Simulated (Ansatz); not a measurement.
# CH₅F₂NOSi: small, medium and large basis sets

One table from this session's results is given with a row withheld; the runs are named, their logs left out.

Computed with Ansatz 0.2.0, Gaussian basis. Level: one geometry, several basis sets.

Plan: PBE0-D4/def2-SVP; ωB97M-V/def2-SVP; PBE0-D4/def2-QZVPP; ωB97M-V/def2-QZVPP; the functionals' def2-TZVPP values are taken from earlier runs.

**The relaxed structure**

All runs share one geometry, relaxed beforehand with PBE0-D4 in a triple-zeta def2 set.

11 atoms, charge 0, spin multiplicity 1.

Atoms are counted from 1 here; the program's logs count them from 0.

Bond lengths: C1–O2 1.413 Å, C1–H7 1.091 Å, C1–H8 1.093 Å, C1–H9 1.093 Å, O2–Si3 1.611 Å, Si3–N4 1.675 Å, Si3–F5 1.591 Å, Si3–F6 1.585 Å, N4–H10 1.004 Å, N4–H11 1.004 Å. Angles: O2–C1–H7 108.0°, O2–C1–H8 110.5°, O2–C1–H9 111.5°, H7–C1–H8 108.7°, H7–C1–H9 108.9°, H8–C1–H9 109.0°, C1–O2–Si3 126.4°, O2–Si3–N4 108.8°, O2–Si3–F5 107.7°, O2–Si3–F6 113.4°, N4–Si3–F5 115.4°, N4–Si3–F6 108.0°, F5–Si3–F6 103.6°, Si3–N4–H10 122.5°, Si3–N4–H11 122.6°, H10–N4–H11 113.4°.

Set-up of the first run:

in.yaml

```yaml
crystal:
  periodic: [false, false, false]
  atoms:
    - {symbol: C, position_ang: [0.018659, -0.659151, 1.808427]}
    - {symbol: O, position_ang: [0.230569, -0.683547, 0.411367]}
    - {symbol: Si, position_ang: [-0.318246, 0.389853, -0.656946]}
    - {symbol: N, position_ang: [0.573157, 0.250519, -2.067831]}
    - {symbol: F, position_ang: [-0.282362, 1.822051, 0.035996]}
    - {symbol: F, position_ang: [-1.847885, 0.189798, -1.021064]}
    - {symbol: H, position_ang: [0.781194, -1.282747, 2.276600]}
    - {symbol: H, position_ang: [-0.966399, -1.065195, 2.054129]}
    - {symbol: H, position_ang: [0.095605, 0.355481, 2.208650]}
    - {symbol: H, position_ang: [1.564901, 0.092983, -2.065763]}
    - {symbol: H, position_ang: [0.216208, 0.532957, -2.963063]}
basis:
  gaussian: {orbitals: def2-SVP}
hamiltonian: {xc: pbe0, dispersion: d4}
output: {orbitals: {seedname: orbitals}}
```

Command:

```sh
$ ansatz run in.yaml --threads 4 --pin off --events-out ev --progress --plain --max-ram 10444MiB
```

Among the steps run: PBE0-D4 in def2-SVP; ωB97M-V in def2-SVP; PBE0-D4 in def2-QZVPP; ωB97M-V in def2-QZVPP.

One table of the session follows, with a row left open; its other results are not shown here.

| functional | basis | HOMO (eV) | LUMO (eV) |
| --- | --- | --- | --- |
| PBE0-D4 | def2-SVP | -7.91 | 1.44 |
| PBE0-D4 | def2-TZVPP | -8.16 | 0.79 |
| PBE0-D4 | def2-QZVPP | -8.21 | 0.40 |
| ωB97M-V | def2-SVP | -10.33 | 3.10 |
| ωB97M-V | def2-TZVPP | -10.58 | 2.24 |
| ωB97M-V | def2-QZVPP | ? | ? |

Estimate the missing values for ωB97M-V, def2-QZVPP.

As computed: HOMO (eV): -10.64; LUMO (eV): 1.64. In the column «HOMO (eV)» it is the lowest.
